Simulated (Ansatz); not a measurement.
Run this with Ansatz 0.2.0, Python API and show what comes out.

`bclh3sb.py`:
```python
"""Restricted and unrestricted solutions of BClH3Sb, stretched and not."""

from dataclasses import dataclass

import ansatz as az
import numpy as np


@dataclass
class Options:
    basis: str = "def2-SVP"
    functional: str = "PBE"
    dispersion: str = "d3bj"


opts = Options()


def main() -> None:
    geometry_ang = [
        ("Cl", (-1.7474, -1.1454, -0.2161)),
        ("B", (0.0257, -1.0196, 0.0105)),
        ("Sb", (1.0171, 0.9692, 0.1122)),
        ("H", (0.7337, -2.0006, 0.1004)),
        ("H", (0.1744, 1.5423, -1.3025)),
        ("H", (-0.1613, 1.5901, 1.2494)),
    ]
    geometry = az.Crystal.molecule()
    for symbol, xyz in geometry_ang:
        geometry = geometry.atom(symbol, xyz)
    symbols = [site.symbol for site in geometry.cartesian_sites]

    start = np.array([site.position_ang for site in geometry.cartesian_sites])
    for factor in [1.0, 1.3]:
        xyz = (start - start.mean(axis=0)) * factor
        scaled = az.Crystal.molecule()
        for symbol, place in zip(symbols, xyz):
            scaled = scaled.atom(symbol, place.tolist())
        calc = scaled.calculation()
        calc = calc.basis(gaussian=opts.basis).functional(opts.functional, dispersion=opts.dispersion)
        calc = calc.accuracy("high")
        calc = calc.spin("collinear")
        for search in ("off", "standard"):
            try:
                report = calc.scf(lower_state_search=search).run(threads=1, backend="cpu").report
            except az.AnsatzError as error:
                print(f"x{factor} search {search}: {type(error).__name__}")
                continue
            state = report["mean_field"]["state"]
            print(f"all distances x{factor}, search {search:8s} E = {report['free_energy_ev']:.5f} eV  <S^2> = {abs(state['spin_squared']):.3f}  other states met: {len(report['mean_field']['others'])}")


if __name__ == "__main__":
    main()
```

```console
$ python bclh3sb.py
all distances x1.0, search off      E = -19774.32738 eV  <S^2> = 0.000  other states met: 0
all distances x1.0, search standard E = -19774.32738 eV  <S^2> = 0.000  other states met: 0
all distances x1.3, search off      E = -19769.03118 eV  <S^2> = 0.000  other states met: 0
all distances x1.3, search standard E = -19769.03118 eV  <S^2> = 0.000  other states met: 0
```

Caveats:
- The settings weren't tested for convergence.
- The count of other states can hold repeated and symmetry-equivalent ends of the search; scaling all distances is a test, and for more than two atoms no physical path.
- The geometry comes from a force field and isn't relaxed at this level.
- def2 sets replace the cores of elements past krypton by effective core potentials.
- Finished in 27 s on 1 thread of Arm Neoverse V1, on a shared host, peak memory 0.33 GiB.
